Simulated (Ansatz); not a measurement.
# The Cu+ ion: basis-set convergence

The task here is to estimate one member of a computed series from the others.

Program: Ansatz 0.2.0, Gaussian basis. Level of theory: one geometry, several basis sets. These are calculated values, not measurements.

Plan: PBE0/def2-SVP; ωB97M-V/def2-SVP; PBE0/def2-QZVPP; ωB97M-V/def2-QZVPP; the functionals' def2-TZVPP values are taken from earlier runs.

## The atom

1 atom, charge 1, spin multiplicity 1.

Set-up of the first run:

in.yaml reads:

```yaml
crystal:
  periodic: [false, false, false]
  atoms:
    - {symbol: Cu, position_ang: [0.000000, 0.000000, 0.000000]}
basis:
  gaussian: {orbitals: def2-SVP}
total_charge: 1
hamiltonian: {xc: pbe0}
output: {orbitals: {seedname: orbitals}}
```

Steps of the session up to this table: PBE0 in def2-SVP; ωB97M-V in def2-SVP; PBE0 in def2-QZVPP; ωB97M-V in def2-QZVPP.

One table of the session follows, with a row left open; its other results are not shown here.

It belongs to the step «Functionals by basis». 

```
functional       basis  HOMO (eV)  LUMO (eV)
      PBE0    def2-SVP     -15.15      -9.57
      PBE0  def2-TZVPP     -15.98     -10.16
      PBE0  def2-QZVPP          ?          ?
   ωB97M-V    def2-SVP     -17.70      -7.84
   ωB97M-V  def2-TZVPP     -18.63      -8.15
   ωB97M-V  def2-QZVPP     -18.61      -8.15
```

Q: Estimate the row for PBE0, def2-QZVPP from the others.

The run gave: HOMO (eV): -15.95; LUMO (eV): -10.17. In the column «HOMO (eV)» it lies between PBE0, def2-TZVPP (-15.98) and PBE0, def2-SVP (-15.15).
